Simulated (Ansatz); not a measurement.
# SiSe: equation of state with PBE

Crystal: SiSe.

```
CELL_PARAMETERS angstrom
3.59520 0.00000 0.00000
-1.79760 3.11353 0.00000
0.00000 0.00000 3.59873
ATOMIC_POSITIONS crystal
Si 0.66667 0.33333 0.50000
Se 0.00000 0.00000 0.00000
```

The cell was built by a generator and needn't be a form met in nature.

```
Program             : Ansatz 0.2.0
Task                : equation of state
Functional          : PBE
Potentials or basis : all-electron LAPW, scalar-relativistic
Basis error allowed : 0.0005 eV/atom
k mesh              : 9 × 9 × 7
Occupations         : fermi-dirac, width 0.05 eV
Spin                : no spin polarisation
```

- Equilibrium volume: 20.27 Å³/atom
- Bulk modulus at fixed shape and positions: 54 GPa
- Pressure derivative of the bulk modulus: 3.0

Energy against volume, from the lowest point:
```tsv
volume (Å³/atom)	energy (meV/atom)
18.933	16.20
19.336	7.65
19.739	2.32
20.142	0.00
20.544	0.46
20.947	3.49
21.350	8.86
```

All runs of the series together: 3.2 min on 1 thread of Intel(R) Xeon(R) Processor @ 2.50GHz (Skylake/Cascade Lake), with other jobs on the host.

Caveat: the cell was scaled at fixed shape and fractional positions, which overstates the stiffness of a crystal with free parameters, most of all of layers and chains.
